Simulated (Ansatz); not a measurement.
# C₂H₄Cl₂OSi: basis-set convergence

Aim: see how fast density functionals and correlated methods converge with the basis set for C₂H₄Cl₂OSi.

The runs use Ansatz 0.2.0, Gaussian basis; one geometry, several basis sets.

The runs, in order: PBE0-D4/def2-SVP; ωB97M-V/def2-SVP; PBE0-D4/def2-QZVPP; ωB97M-V/def2-QZVPP; CCSD(T)/cc-pV(D+d)Z; CCSD(T)/cc-pV(T+d)Z; MP2/cc-pV(Q+d)Z; the functionals' def2-TZVPP values are taken from earlier runs.

### 1 The relaxed structure

The geometry comes from an earlier relaxation with PBE0-D4 in a triple-zeta def2 set; it is a stationary point, not always the lowest conformer.

10 atoms, charge 0, spin multiplicity 1.

Atoms are counted from 1 here; the program's logs count them from 0.

Bond lengths: C1–C2 1.330 Å, C1–H7 1.086 Å, C1–H8 1.085 Å, C2–Si3 1.833 Å, C2–H9 1.087 Å, Si3–O4 1.625 Å, Si3–Cl5 2.049 Å, Si3–Cl6 2.049 Å, O4–H10 0.959 Å. Angles: C2–C1–H7 121.7°, C2–C1–H8 121.6°, H7–C1–H8 116.6°, C1–C2–Si3 122.2°, C1–C2–H9 119.5°, Si3–C2–H9 118.2°, C2–Si3–O4 108.2°, C2–Si3–Cl5 110.8°, C2–Si3–Cl6 110.8°, O4–Si3–Cl5 110.5°, O4–Si3–Cl6 110.5°, Cl5–Si3–Cl6 106.0°, Si3–O4–H10 118.7°.

### 2 PBE0-D4 in def2-SVP

Input file in.yaml:

```yaml
crystal:
  periodic: [false, false, false]
  atoms:
    - {symbol: C, position_ang: [0.155811, -1.128492, 1.359794]}
    - {symbol: C, position_ang: [-0.533007, -0.094006, 0.886824]}
    - {symbol: Si, position_ang: [-0.149456, 0.678934, -0.730395]}
    - {symbol: O, position_ang: [1.106919, -0.115405, -1.387211]}
    - {symbol: Cl, position_ang: [-1.774437, 0.607012, -1.976149]}
    - {symbol: Cl, position_ang: [0.297118, 2.665243, -0.500778]}
    - {symbol: H, position_ang: [-0.078422, -1.580424, 2.319151]}
    - {symbol: H, position_ang: [0.981099, -1.563774, 0.805635]}
    - {symbol: H, position_ang: [-1.353857, 0.315428, 1.470785]}
    - {symbol: H, position_ang: [1.431433, 0.164185, -2.244755]}
basis:
  gaussian: {orbitals: def2-SVP}
hamiltonian: {xc: pbe0, dispersion: d4}
output: {orbitals: {seedname: orbitals}}
```

Run with:

```console
$ ansatz run in.yaml --threads 2 --pin off --events-out ev --progress --plain --max-ram 32768MiB --backend cpu
```

The runs that follow: ωB97M-V in def2-SVP; PBE0-D4 in def2-QZVPP; ωB97M-V in def2-QZVPP; CCSD(T) in cc-pV(D+d)Z; CCSD(T) in cc-pV(T+d)Z; MP2 in cc-pV(Q+d)Z.

Q: Predict the results of all the runs planned. Wanted: MP2 correlation recovered, cc-pV(D+d)Z; MP2 correlation recovered, cc-pV(T+d)Z; MP2 correlation recovered, cc-pV(Q+d)Z; CCSD(T) limit from def2 sets; PBE0-D4: double and triple zeta above quadruple; ωB97M-V: double and triple zeta above quadruple.

The runs gave:

| quantity | value |
| --- | --- |
| MP2 correlation recovered, cc-pV(D+d)Z | 67.6 % |
| MP2 correlation recovered, cc-pV(T+d)Z | 87.3 % |
| MP2 correlation recovered, cc-pV(Q+d)Z | 94.7 % |
| CCSD(T) limit from def2 sets (earlier runs) less the limit of this series | -156 meV |
| PBE0-D4: double and triple zeta above quadruple | 17.81, 1.24 eV |
| ωB97M-V: double and triple zeta above quadruple | 17.81, 1.17 eV |

**Reading.** PBE0-D4 gains 16.57 eV from double to triple zeta, then 1.24 eV more. Correlation climbs from 68 % (cc-pV(D+d)Z) to 95 % (cc-pV(Q+d)Z) of the limit; Hartree-Fock is 0.181 eV from its own by then. A limit from the def2 sets, made apart, differs by 156 meV, a least measure of the doubt on such a limit. These are total energies; as a rule much of such shifts cancels in differences, which this series doesn't test.
